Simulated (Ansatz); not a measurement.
# SiCl2 (SMILES Cl[Si]Cl) at CAM-B3LYP/STO-3G

Aim: the electronic atomisation energy of SiCl2 at CAM-B3LYP/STO-3G, from 3 runs. 

Program for the calculation: Ansatz 0.2.0.

39 further runs of the same task are left out: 5 that didn't finish, 34 set aside as unsound or not needed.

### 1 The system as given

The species is SiCl2 (3 atoms), meant as a singlet with charge 0. SMILES: `Cl[Si]Cl`. The coordinates come from a PBE0-D4/def2-TZVP relaxation.

Bond lengths: Cl1–Si2 2.077 Å, Si2–Cl3 2.077 Å. Angles: Cl1–Si2–Cl3 101.3°.

### 2 The energy at CAM-B3LYP/STO-3G

File in.yaml:

```yaml
crystal:
  periodic: [false, false, false]
  atoms:
    - {symbol: Cl, position_ang: [0.293800, 1.603800, 0.338000]}
    - {symbol: Si, position_ang: [-0.770100, -0.010400, -0.422000]}
    - {symbol: Cl, position_ang: [0.476300, -1.593400, 0.084000]}
basis:
  gaussian:
    orbitals: STO-3G
hamiltonian:
  xc: {name: CAM-B3LYP}
accuracy: high
```

The run is started by

```
ansatz run in.yaml --threads 1 --pin off --max-ram 2610MiB --events-out events.jsonl --progress --plain --runs-dir runs
```

Log:

```text
Warning: RAYON_NUM_THREADS=1 ignored (pool sized by the plan → 1); use --threads N
Functional definition: CAM-B3LYP
  name "CAM-B3LYP"
  parameter alpha = 0.19
  parameter beta = 0.46
  parameter omega = 0.33/bohr
  parameter ac = 0.81
  exchange = (1 - alpha - beta)*b88_x + beta*b88_x_sr(omega) + alpha*exact_x + beta*exact_x_lr(omega)
  correlation = (1 - ac)*vwn5_c + ac*lyp_c
481 factors; integrals over basis functions are off by at most 1.5e-8 eV
168 factors; integrals over basis functions are off by at most 1.0e-9 eV
mean field evaluation 1: about -32556.8103 eV, gradient 2.0e1 eV
mean field evaluation 2: about -32558.0421 eV, gradient 1.7e1 eV
mean field evaluation 4: about -32559.3026 eV, gradient 4.3e-2 eV
mean field evaluation 8: about -32559.3073 eV, gradient 2.4e-4 eV
mean field evaluation 16: about -32559.3073 eV, gradient 6.1e-9 eV
mean field -32559.30727184 eV, -1196.5324727491 hartree, gradient 6.1e-9 eV, S^2 0.000000; 0 other end points of the search recorded, 0 dependent functions left out
reference -32559.30728476 eV, -1196.5324732236 hartree; 24, 24 occupied and 3, 3 virtual orbitals, 481 factors
Total energy: -32559.30728476 eV, -1196.5324732236 hartree
```

Wall time 1.5 s (1 thread of Arm Neoverse V1, shared host); peak memory 0.1 GiB.

### 3 The Cl atom at the same level

File run.yaml:

```yaml
crystal:
  periodic: [false, false, false]
  atoms:
    - symbol: Cl
      position_ang: [0.000000, 0.000000, 0.000000]
basis:
  gaussian:
    orbitals: STO-3G
magnetization:
  spin_polarized: true
  initial_magnetization: 1
hamiltonian:
  xc: {name: CAM-B3LYP}
accuracy: high
```

The run is started by

```
ansatz run run.yaml --threads 1 --pin off --max-ram 2610MiB --events-out events.jsonl --progress --plain --runs-dir runs
```

Log, cut to the lines that bear on the results:

```text
Warning: RAYON_NUM_THREADS=1 ignored (pool sized by the plan → 1); use --threads N
[... 8 set-up lines as earlier in the session ...]
42 factors; integrals over basis functions are off by at most 4.6e-9 eV
23 factors; integrals over basis functions are off by at most 1.8e-9 eV
mean field evaluation 1: about -12384.2243 eV, gradient 2.5e-1 eV
mean field evaluation 2: about -12384.2244 eV, gradient 8.2e-3 eV
mean field evaluation 4: about -12384.2248 eV, gradient 1.3e-7 eV
mean field evaluation 8: about -12384.2248 eV, gradient 1.0e-12 eV
mean field -12384.22484326 eV, -455.1118686607 hartree, gradient 1.0e-12 eV, S^2 0.750000; 0 other end points of the search recorded, 0 dependent functions left out
reference -12384.22485110 eV, -455.1118689488 hartree; 9, 8 occupied and 0, 1 virtual orbitals, 42 factors
Total energy: -12384.22485110 eV, -455.1118689488 hartree
```

Wall time 0.42 s (1 thread of Arm Neoverse V1, shared host).

### 4 The Si atom at the same level

File run.yaml:

```yaml
crystal:
  periodic: [false, false, false]
  atoms:
    - {symbol: Si, position_ang: [0.000000, 0.000000, 0.000000]}
basis:
  gaussian:
    orbitals: STO-3G
magnetization:
  spin_polarized: true
  initial_magnetization: 2
hamiltonian:
  xc: {name: CAM-B3LYP}
accuracy: high
```

The run is started by

```
ansatz run run.yaml --threads 1 --pin off --max-ram 2610MiB --events-out events.jsonl --progress --plain --runs-dir runs
```

Log, cut to the lines that bear on the results:

```text
Warning: RAYON_NUM_THREADS=1 ignored (pool sized by the plan → 1); use --threads N
[... 8 set-up lines as earlier in the session ...]
42 factors; integrals over basis functions are off by at most 2.5e-9 eV
29 factors; integrals over basis functions are off by at most 3.7e-10 eV
mean field evaluation 1: about -7780.3731 eV, gradient 2.2e-1 eV
mean field evaluation 2: about -7780.3732 eV, gradient 1.7e-2 eV
mean field evaluation 4: about -7780.3731 eV, gradient 3.8e-4 eV
mean field evaluation 8: about -7780.3731 eV, gradient 6.8e-9 eV
mean field -7780.37310385 eV, -285.9234378403 hartree, gradient 6.8e-9 eV, S^2 2.000001; 0 other end points of the search recorded, 0 dependent functions left out
reference -7780.37311367 eV, -285.9234382011 hartree; 8, 6 occupied and 1, 3 virtual orbitals, 42 factors
Total energy: -7780.37311367 eV, -285.9234382011 hartree
```

Run time: 0.44 s. Hardware: 1 thread of Arm Neoverse V1, shared host.

### 5 What came out

At CAM-B3LYP/STO-3G:

| quantity | value |
| --- | --- |
| molecule: total energy | -1196.53247 Eh |
| Cl atom: total energy | -455.11187 Eh |
| Cl atom: ⟨S²⟩ | 0.750 |
| Si atom: total energy | -285.92344 Eh |
| Si atom: ⟨S²⟩ | 2.000 |
| electronic atomisation energy | 10.484 eV |

In words: Taking the molecule apart into free atoms costs 10.48 eV (1012 kJ/mol), before zero-point energy and without spin-orbit coupling. In a minimal basis such a difference can be off by several eV, whatever the method.
